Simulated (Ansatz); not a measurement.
A nudged elastic band was laid between two geometries of a periodic cell of 29 atoms, Mg$_{12}$CO$_{12}$F$_{4}$ (surface MgO(111), adsorbate CF4).

These are results of Ansatz 0.2.0, DFT PBE, scalar-relativistic, plane waves, PAW, not measurements. Settings: PAW set soft_1, cutoff 420 eV, k mesh 2x2x1, gaussian smearing 0.05 eV, no spin polarisation.

```yaml
movable_images: 5
climbing_image: yes
spring: 5.0 eV/Å²
optimiser: quadratic models (default)
start_path: IDPP
force_threshold: 0.05 eV/Å
iteration_limit: 48
end_points: relaxed
atoms_held: 1 to 8
```

Initial state:

```xyz
29
Lattice="5.6059 0.0000 0.0000 2.8030 4.8549 0.0000 0.0000 0.0000 16.7215" Properties=species:S:1:pos:R:3
Mg 0.000 0.000 1.000
O 4.204 4.046 2.144
Mg 1.401 2.427 1.000
O 2.803 1.618 2.144
Mg 2.803 0.000 1.000
O 7.007 4.046 2.144
Mg 4.204 2.427 1.000
O 5.606 1.618 2.144
Mg 5.603 3.239 3.547
O 1.402 2.427 4.662
Mg 4.204 0.809 3.545
O 0.001 -0.001 4.681
Mg 2.806 3.238 3.547
O 4.204 2.429 4.681
Mg 1.402 0.805 3.547
O 2.801 -0.001 4.681
Mg 2.804 1.618 6.061
O 4.205 0.809 7.204
Mg 4.204 4.046 6.157
O 5.652 3.210 7.220
Mg 5.605 1.618 6.060
O 1.401 0.862 7.220
Mg 7.008 4.047 6.060
O 2.757 3.210 7.220
C 4.228 0.797 11.115
F 4.495 2.030 10.694
F 3.024 0.416 10.698
F 5.157 -0.052 10.686
F 4.234 0.794 12.478
```

Final state:

Only the atoms that move by more than 0.05 Å are listed.
```
Mg17 2.834 1.567 6.059
O18 4.293 0.859 7.331
Mg19 4.203 4.044 6.043
O20 5.614 3.301 7.086
Mg21 5.657 1.647 6.093
O22 1.463 0.782 7.086
Mg23 6.979 4.096 6.059
O24 2.754 3.207 7.090
C25 4.396 0.918 8.714
F26 2.312 2.949 8.399
F27 3.341 0.311 9.289
F28 5.515 0.332 9.175
F29 4.452 2.179 9.176
```

What changes between the two ends?

Contacts lost: C25–F26. Contacts made: O18–C25, O24–F26. The atom that moves furthest is F29, by 3.59 Å; four of its nearest neighbours are C25 1.36, F26 2.19, F27 2.19, F28 2.19 Å at the first end and C25 1.34, F28 2.13, F27 2.18, O18 2.27 Å at the last.

Give the energies along the band, and the barrier.

The run converged. The highest image is number 4 of 0 to 6, 2.69 eV above the first end and 3.19 eV above the last; the last end lies 0.50 eV below the first. Neighbouring images differ by up to 3.1 eV, so the band resolves the path poorly. By the program's own check the climbing image is of a kind that is not told: the force calls were inconclusive, a negative curvature could not be distinguished from the path's own, the only one lies far off the path, or fixed occupations may fill a level only in part (lowest curvatures found: -0.46 and 0.38 eV/Å²). Limits of this set-up: coarse k mesh, slab without dipole correction, no dispersion correction for a molecule that may bind weakly.

```json
{"image": "0", "path coordinate (Å)": "0.00", "energy (eV)": "0.00", "C25–F26 (Å)": "1.33", "O18–C25 (Å)": "3.91", "O24–F26 (Å)": "4.06"}
{"image": "1", "path coordinate (Å)": "1.69", "energy (eV)": "0.00", "C25–F26 (Å)": "1.33", "O18–C25 (Å)": "3.94", "O24–F26 (Å)": "3.58"}
{"image": "2", "path coordinate (Å)": "3.37", "energy (eV)": "0.01", "C25–F26 (Å)": "1.33", "O18–C25 (Å)": "3.89", "O24–F26 (Å)": "3.30"}
{"image": "3", "path coordinate (Å)": "5.06", "energy (eV)": "0.21", "C25–F26 (Å)": "1.33", "O18–C25 (Å)": "3.27", "O24–F26 (Å)": "2.51"}
{"image": "4", "path coordinate (Å)": "6.75", "energy (eV)": "2.69", "C25–F26 (Å)": "1.99", "O18–C25 (Å)": "2.72", "O24–F26 (Å)": "1.42"}
{"image": "5", "path coordinate (Å)": "9.20", "energy (eV)": "-0.37", "C25–F26 (Å)": "2.83", "O18–C25 (Å)": "1.40", "O24–F26 (Å)": "1.40"}
{"image": "6", "path coordinate (Å)": "11.66", "energy (eV)": "-0.50", "C25–F26 (Å)": "2.93", "O18–C25 (Å)": "1.39", "O24–F26 (Å)": "1.41"}
```

What is the geometry of the highest image?


```xyz
29
Lattice="5.6059 0.0000 0.0000 2.8030 4.8549 0.0000 0.0000 0.0000 16.7215" Properties=species:S:1:pos:R:3
Mg 0.000 0.000 1.000
O 4.204 4.046 2.144
Mg 1.401 2.427 1.000
O 2.803 1.618 2.144
Mg 2.803 0.000 1.000
O 7.007 4.046 2.144
Mg 4.204 2.427 1.000
O 5.606 1.618 2.144
Mg 5.607 3.232 3.524
O 1.409 2.435 4.685
Mg 4.211 0.811 3.525
O -0.002 -0.014 4.698
Mg 2.802 3.238 3.523
O 4.196 2.435 4.679
Mg 1.394 0.811 3.524
O 2.804 -0.001 4.640
Mg 2.792 1.563 6.000
O 4.165 0.832 7.156
Mg 4.260 4.073 6.042
O 5.611 3.266 7.187
Mg 5.606 1.626 6.111
O 1.428 0.803 7.170
Mg 6.962 4.081 6.068
O 2.824 3.212 7.094
C 3.643 1.729 9.665
F 2.844 3.142 8.517
F 2.988 0.660 9.488
F 4.898 1.763 9.496
F 3.220 2.456 10.665
```

The run took 58 min on 2 threads of Arm Neoverse V1, on a shared host, peak memory 1.8 GiB.
